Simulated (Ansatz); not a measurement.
# BBrClF2H: the cost of one run

Program: Ansatz 0.2.0, Gaussian basis. Level of theory: PBE0-D4/def2-SVP. These are calculated values, not measurements.

22 further runs of the same task are left out: 22 set aside as unsound or not needed. Runs told in other sessions of the task aren't counted.

### 1 Starting geometry

The first end: 6 atoms, charge 0, spin multiplicity 1.

Atoms are counted from 1 here; the program's logs count them from 0.

Bond lengths: B1–Br2 1.912 Å, B1–F3 1.308 Å, B1–F4 1.308 Å, H5–Cl6 1.280 Å. Angles: Br2–B1–F3 120.0°, Br2–B1–F4 120.1°, F3–B1–F4 119.8°.

Geometry (Å):

```
B    -0.75028   -0.73178   -0.33767
Br   -1.36801    0.89668   -1.12547
F    -1.18062   -1.09228    0.84333
F     0.05316   -1.51854   -1.00503
H     1.42131    1.77743    0.56386
Cl    1.82433    0.66860    1.06099
```

The second end:

```mol
BBrClF2H
  3D, bonds by distance, orders not assigned

  6  4  0  0  0  0  0  0  0  0999 V2000
    0.1173   -1.1012    0.3309 B   0  0
   -0.9663    1.8005   -1.0540 Br  0  0
   -1.0136   -1.1960    0.9848 F   0  0
    0.2131   -1.6217   -0.8672 F   0  0
    0.1420    2.4766   -0.4752 H   0  0
    1.5074   -0.3581    1.0808 Cl  0  0
  1  3  8  0
  1  4  8  0
  1  6  8  0
  2  5  8  0
M  END
```

### 2 The band at PBE0-D4/def2-SVP

File neb/in.yaml:

```yaml
crystal:
  periodic: [false, false, false]
  atoms:
    - {symbol: B, position_ang: [-0.750284, -0.731781, -0.337674]}
    - {symbol: Br, position_ang: [-1.368006, 0.896677, -1.125473]}
    - {symbol: F, position_ang: [-1.180617, -1.092284, 0.843332]}
    - {symbol: F, position_ang: [0.053162, -1.518543, -1.005034]}
    - {symbol: H, position_ang: [1.421314, 1.777434, 0.563862]}
    - {symbol: Cl, position_ang: [1.824331, 0.668598, 1.060988]}
basis:
  gaussian: {orbitals: def2-SVP}
hamiltonian: {xc: pbe0, dispersion: d4}
neb:
  images: 5
  climbing: true
  max_iterations: 40
  initial_path: idpp
  final_atoms:
    - {symbol: B, position_ang: [0.117322, -1.101205, 0.330877]}
    - {symbol: Br, position_ang: [-0.966261, 1.800520, -1.053975]}
    - {symbol: F, position_ang: [-1.013624, -1.195964, 0.984766]}
    - {symbol: F, position_ang: [0.213067, -1.621745, -0.867229]}
    - {symbol: H, position_ang: [0.142004, 2.476551, -0.475193]}
    - {symbol: Cl, position_ang: [1.507392, -0.358057, 1.080754]}
```

Command:

```sh
ansatz run in.yaml --threads 4 --pin off --events-out ev --progress --plain --max-ram 9574MiB
```

**Question.** How long does this run take on 4 threads of Intel Xeon at 2.50GHz, shared host, and how much memory does it need?

About 8.1 min, with a peak of 0.44 GiB.
